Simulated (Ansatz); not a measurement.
# C2H7ClO2Sn: one species, many methods

How much do the methods differ for C2H7ClO2Sn? The plan is to run it at one geometry with functionals of several rungs and with coupled cluster, and see how far each lands from CCSD(T) at the basis-set limit for the atomisation energy.

Program: Ansatz 0.2.0, Gaussian basis. Level of theory: functionals in def2-TZVPP, the program's frozen cores in correlated methods. These are calculated values, not measurements.

The runs, in order: PBE-D4, r2SCAN-D4, PBE0-D4, B3LYP-D4, ωB97X-V, ωB97M-V, B2PLYP; CCSD(T)/def2-TZVPP; MP2/def2-QZVPP; extrapolation to the limit.

## 1. Structure used throughout

The geometry comes from an earlier relaxation with PBE0-D4 in a triple-zeta def2 set; it is a stationary point, not always the lowest conformer. Sn takes the def2 core potential; no spin-orbit term is included.

SMILES `C[O][SnH]([Cl])[O]C`, 13 atoms, charge 0, spin multiplicity 1.

Atoms are counted from 1 here; the program's logs count them from 0.

Bond lengths: C1–O2 1.411 Å, C1–H7 1.097 Å, C1–H8 1.093 Å, C1–H9 1.098 Å, O2–Sn3 1.949 Å, Sn3–Cl4 2.308 Å, Sn3–O5 1.945 Å, Sn3–H10 1.694 Å, O5–C6 1.412 Å, C6–H11 1.093 Å, C6–H12 1.097 Å, C6–H13 1.096 Å. Angles: O2–C1–H7 112.5°, O2–C1–H8 107.7°, O2–C1–H9 112.4°, H7–C1–H8 108.0°, H7–C1–H9 108.2°, H8–C1–H9 107.8°, C1–O2–Sn3 119.4°, O2–Sn3–Cl4 103.1°, O2–Sn3–O5 107.6°, O2–Sn3–H10 115.1°, Cl4–Sn3–O5 109.0°, Cl4–Sn3–H10 113.3°, O5–Sn3–H10 108.4°, Sn3–O5–C6 120.4°, O5–C6–H11 107.7°, O5–C6–H12 112.2°, O5–C6–H13 112.0°, H11–C6–H12 108.2° and more.

As a file:

```
atom    x (Å)    y (Å)    z (Å)
  C1  -2.1101  -0.4968   0.0236
  O2  -1.4008   0.5845  -0.5398
 Sn3   0.1048   1.3514   0.4324
 Cl4   1.0264   2.8119  -1.0982
  O5   1.3713  -0.0832   0.7808
  C6   1.9400  -0.8096  -0.2882
  H7  -1.4634  -1.3563   0.2400
  H8  -2.8637  -0.8143  -0.7017
  H9  -2.6316  -0.2187   0.9492
 H10  -0.2896   2.0870   1.9063
 H11   2.5918  -1.5752   0.1398
 H12   1.1803  -1.3092  -0.9013
 H13   2.5447  -0.1715  -0.9428
```

## 2. PBE-D4 (GGA)

Input file in.yaml:

```yaml
crystal:
  periodic: [false, false, false]
  atoms:
    - {symbol: C, position_ang: [-2.110125, -0.496814, 0.023574]}
    - {symbol: O, position_ang: [-1.400817, 0.584544, -0.539790]}
    - {symbol: Sn, position_ang: [0.104795, 1.351445, 0.432423]}
    - {symbol: Cl, position_ang: [1.026356, 2.811883, -1.098230]}
    - {symbol: O, position_ang: [1.371333, -0.083212, 0.780843]}
    - {symbol: C, position_ang: [1.940031, -0.809575, -0.288224]}
    - {symbol: H, position_ang: [-1.463444, -1.356264, 0.239972]}
    - {symbol: H, position_ang: [-2.863701, -0.814315, -0.701683]}
    - {symbol: H, position_ang: [-2.631623, -0.218715, 0.949193]}
    - {symbol: H, position_ang: [-0.289595, 2.086953, 1.906265]}
    - {symbol: H, position_ang: [2.591754, -1.575228, 0.139807]}
    - {symbol: H, position_ang: [1.180349, -1.309202, -0.901337]}
    - {symbol: H, position_ang: [2.544687, -0.171489, -0.942832]}
basis:
  gaussian: {orbitals: def2-TZVPP}
hamiltonian: {xc: pbe, dispersion: d4}
output: {forces: true, orbitals: {seedname: orbitals}}
```

Started as:

```console
> ansatz run in.yaml --threads 2 --pin off --events-out ev --progress --plain --max-ram 32768MiB --backend cuda --devices 0, --max-vram 18GiB
```

The runs that follow: r2SCAN-D4 (meta-GGA); PBE0-D4 (hybrid); B3LYP-D4 (hybrid); ωB97X-V (range-separated); ωB97M-V (range-separated); B2PLYP (double hybrid); CCSD(T) in def2-TZVPP; MP2 in def2-QZVPP.

Q: Predict the results of all the runs planned. Wanted: atomisation energy, CCSD(T)/CBS; farthest; mean size of error, hybrid; mean size of error, range-separated; gap, smallest and largest; T1 diagnostic; triples share of the correlation energy.

The runs gave:

| quantity | value |
| --- | --- |
| atomisation energy, CCSD(T)/CBS | 47.343 eV |
| functionals within 0.473 eV (1.0 %) | r2SCAN-D4, ωB97X-V, ωB97M-V |
| farthest | B2PLYP (-0.998 eV) |
| mean size of error, hybrid | 0.541 eV |
| mean size of error, range-separated | 0.201 eV |
| gap, smallest and largest | 4.29 eV (PBE-D4), 11.52 eV (ωB97X-V) |
| T1 diagnostic | 0.0133 |
| triples share of the correlation energy | 3.6 % |

In words: PBE-D4 misses by +0.537 eV. Double hybrids carry the basis error of their MP2 part in triple zeta, and no dispersion term here, so their miss is partly the set-up's. Misses under about 0.473 eV are within the doubt on the reference itself, which lacks core-valence correlation, spin-orbit coupling and higher excitations, and its outer-core shells are covered unevenly. All levels share the lack of spin-orbit coupling, which lowers the free heavy atoms and so the true binding. Hartree-Fock recovers 70 % of the binding; the rest is correlation. The gap grows from 4.3 to 11.5 eV across the functionals, mostly with the share of exact exchange. Correlated methods include outer-core shells of Sn, which these sets cover unevenly.
